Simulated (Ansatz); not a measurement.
# C2H6AlClO: the cost of one run

Program: the Python package of Ansatz 0.2.0. The levels of theory stand in the script. These are calculated values, not measurements.

## 1. The structure

Bond lengths: C1–O2 1.369 Å, O2–Al3 1.825 Å, Al3–C4 2.040 Å, Al3–Cl5 2.229 Å, C1–H6 1.148 Å, C1–H7 1.095 Å, C1–H8 1.131 Å, C4–H9 1.164 Å, C4–H10 1.035 Å, C4–H11 1.156 Å. Angles (14 of 16 angles, heavy atoms first): C1–O2–Al3 107.7°, O2–Al3–C4 122.1°, O2–Al3–Cl5 121.2°, C4–Al3–Cl5 116.7°, O2–C1–H6 113.0°, O2–C1–H7 115.9°, O2–C1–H8 108.3°, Al3–C4–H9 107.7°, Al3–C4–H10 113.1°, Al3–C4–H11 105.8°, H6–C1–H7 110.5°, H6–C1–H8 100.7°, H7–C1–H8 107.1°, H9–C4–H10 112.3°.

No structure file is read: the coordinates are typed or built in the script.

## 2. The script

Input file c2h6alclo.py:

```python
from pathlib import Path

import ansatz as az
import numpy as np

GEOMETRY = """
C    -1.53120    1.18140    0.03810
O    -1.36320    0.06150   -0.73080
Al    0.42600   -0.28990   -0.81760
C     1.38280   -1.40070    0.60120
Cl    1.69050    0.56120   -2.44350
H    -1.09600    2.12760   -0.44510
H    -1.20530    1.09900    1.07980
H    -2.63230    1.44010    0.05320
H     1.15920   -0.91860    1.63730
H     2.39770   -1.49880    0.42400
H     0.83720   -2.41980    0.62400
"""


def main() -> None:
    mol = az.Crystal.molecule()
    for line in GEOMETRY.strip().splitlines():
        symbol, *xyz = line.split()
        mol = mol.atom(symbol, [float(v) for v in xyz])

    setup = mol.calculation().basis(gaussian="def2-SVP")

    print("functional    E (Ha)        dipole (D)   HOMO (eV)  LUMO (eV)")
    for name in ["blyp", "lc_wpbe", "revpbe", "r2scan0", "pbe0"]:
        r = setup.functional(name).forces().orbitals().run(threads=1, pin="off", runs_dir="runs").report
        lines = Path(r["orbitals_path"]).read_text().splitlines()
        field_of = lambda key: [line.split("=")[1].strip() for line in lines if line.startswith(key)]
        orbitals = [(27.211386 * float(e), s, float(n)) for e, s, n in zip(field_of("Ene="), field_of("Spin="), field_of("Occup="))]
        homo = max(e for e, _, n in orbitals if n > 0.5)
        lumo = min(e for e, _, n in orbitals if n < 0.5)
        dipole = 4.803205 * np.linalg.norm(r["charge_distribution"]["dipole_moment_e_ang"])
        print(f"{name:10s} {r['free_energy_ev'] / 27.211386246:14.6f} {dipole:9.3f} {homo:11.3f} {lumo:10.3f}")


if __name__ == "__main__":
    main()
```

## 3. The input behind the calls

The engine receives this input (first run):

```yaml
crystal:
  periodic: [false, false, false]
  atoms:
    - { symbol: C, position_ang: [-1.5312, 1.1814, 0.0381] }
    - { symbol: O, position_ang: [-1.3632, 0.0615, -0.7308] }
    - { symbol: Al, position_ang: [0.426, -0.2899, -0.8176] }
    - { symbol: C, position_ang: [1.3828, -1.4007, 0.6012] }
    - { symbol: Cl, position_ang: [1.6905, 0.5612, -2.4435] }
    - { symbol: H, position_ang: [-1.096, 2.1276, -0.4451] }
    - { symbol: H, position_ang: [-1.2053, 1.099, 1.0798] }
    - { symbol: H, position_ang: [-2.6323, 1.4401, 0.0532] }
    - { symbol: H, position_ang: [1.1592, -0.9186, 1.6373] }
    - { symbol: H, position_ang: [2.3977, -1.4988, 0.424] }
    - { symbol: H, position_ang: [0.8372, -2.4198, 0.624] }
basis:
  gaussian:
    orbitals: def2-SVP
hamiltonian:
  xc: blyp
output:
  orbitals: {}
  forces: true
```

## 4. Running it

Started as:

```sh
> python c2h6alclo.py
```

**Question.** How long does this script take on 1 thread of Arm Neoverse V2, shared host, and how much memory does it need?

About 24 s, with a peak of 0.31 GiB.
